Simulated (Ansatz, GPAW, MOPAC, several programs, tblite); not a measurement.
# ZnBrF (a single layer) from cheap methods to r2SCAN

How much accuracy does each second buy? ZnBrF as a single layer in vacuum is computed with 9 methods, from the cheapest up to r2SCAN.

Method: no spin polarisation, static lattice; gaps from single points on the cell relaxed beforehand with r²SCAN, in MOPAC, tblite, GPAW, Ansatz (versions at each run).

## (1) The starting structure

The structure is trigonal, space group P3m1 (No. 156). The conventional cell has a = 3.369 Å, b = 3.369 Å, c = 28.951 Å, α = 90.00°, β = 90.00°, γ = 120.00°. Around Zn (site symmetry 3m) lie 3 F at 2.20 Å and 3 Br at 2.59 Å. Around F (site symmetry 3m) lie 3 Zn at 2.20 Å. Br (site symmetry 3m) is surrounded by 3 Zn at 2.59 Å.

Structure file:

```
Zn F Br
1.0
     3.36889    0.00000    0.00000
    -1.68444    2.91754    0.00000
     0.00000    0.00000   28.95117
Zn F Br
1 1 1
Cartesian
  0.0000 1.9450 9.2241
  1.6844 0.9725 10.2619
  1.6844 0.9725 7.5140
```

The cell holds a single layer (2H monolayer (Janus)) with vacuum along c; the form is built, and need not be the compound's stable one.

**Question.** The methods are PM6, PM7, GFN1-xTB (tblite), GFN2-xTB (tblite), PBE/single-zeta, coarse PBE, GLLB-SC, PBE, r2SCAN. What gap does r2SCAN give on this cell, and which other methods (full PBE left aside) come nearest to r2SCAN and farthest in gap?

```
                                      quantity                                         value
                                        r2SCAN                                   gap 1.68 eV
gap: nearest and farthest of the other methods  GFN1-xTB (tblite) (+0.13 eV), PM7 (+4.49 eV)
```

In words: For the gap, of the 7 methods compared (full PBE left aside), GFN1-xTB (tblite) comes nearest to r2SCAN and PM7 is farthest. A minimal basis or a coarse cutoff and mesh shifts results by its own error, so closeness to r2SCAN can be chance. Cluster runs see only the k-points that fold onto the zone centre, so their gaps can miss the band edges. GLLB-SC is compared with its derivative discontinuity added. CPU times run from 0.47 s (PM7) to 41 s (GLLB-SC). On this cell GLLB-SC cost more than r2SCAN itself (34 s), so it is no saving here. r2SCAN is a yardstick, not the truth: it usually gives gaps below the measured ones.
